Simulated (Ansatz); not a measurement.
## FH3OSb2, SMILES [OH][Sb]([F])[SbH2]: an atomisation energy, step by step

Computed with Ansatz's Python interface.

The cells in order, each with its output:

**Cell 1**
```python
from collections import Counter

import ansatz as az
```

**Cell 2**
```python
params = {
    "basis_set": "def2-TZVP",
    "xc": "hf",
}


def energy_of(molecule, charge=0, unpaired=0):
    calc = (
        molecule.calculation()
        .basis(gaussian=params["basis_set"])
        .functional(params["xc"])
    )
    if charge:
        calc = calc.charge(charge)
    if unpaired:
        calc = calc.spin("collinear", total=unpaired)
    return calc.run().report["free_energy_ev"]

geometry_ang = [
    ("O", (-0.3892, -1.6637, 0.2577)),
    ("Sb", (0.7205, -0.3678, 1.3297)),
    ("F", (2.3149, -0.8628, 0.2668)),
    ("Sb", (0.2389, 1.7889, -0.4082)),
    ("H", (-1.36, -1.3102, 0.3904)),
    ("H", (-1.5628, 1.6514, -0.0975)),
    ("H", (0.0988, 0.6962, -1.7846)),
]
molecule = az.Crystal.molecule()
for symbol, xyz in geometry_ang:
    molecule = molecule.atom(symbol, xyz)

unpaired = {"O": 2, "Sb": 3, "F": 1, "H": 1}
counts = Counter(site.symbol for site in molecule.cartesian_sites)
atom_energy = {s: energy_of(az.Crystal.molecule().atom(s, (0, 0, 0)), 0, unpaired[s]) for s in counts}
whole = energy_of(molecule, 0, 0)
for s, e in atom_energy.items():
    print(f"{s:2s} x{counts[s]}  {e:14.5f} eV")
print(f"FH3OSb2: {whole:.5f} eV")
split = sum(counts[s] * e for s, e in atom_energy.items()) - whole
print(f"atomisation energy (no zero-point term): {split:.3f} eV, {split / sum(counts.values()):.3f} eV an atom")
```
Output:
```text
O  x1     -2035.83685 eV
Sb x2     -6511.06629 eV
F  x1     -2705.13284 eV
H  x3       -13.60052 eV
FH3OSb2: -17814.29678 eV
atomisation energy (no zero-point term): 10.393 eV, 1.485 eV an atom
```

10.393 eV from the electronic energies, without the zero-point term.

Notes:
- Total energies depend on the basis set; only differences at equal settings carry meaning.
- The geometry is a force-field or estimated start, not a minimum of this method, and the basis set is short of its limit. All parts are taken at fixed geometry, without zero-point energy.
- def2 sets replace the cores of elements past krypton by effective core potentials.
- Hartree-Fock leaves correlation out, so bond, atomisation and ionisation energies come out well too low.
- The spin-orbit lowering of heavy atoms is left out.
- Run time: 6.6 s on 1 thread of Arm Neoverse V1, with other jobs on the host, peak memory 0.51 GiB.

(Lines on the test bed's own set-up are left out of the output.)
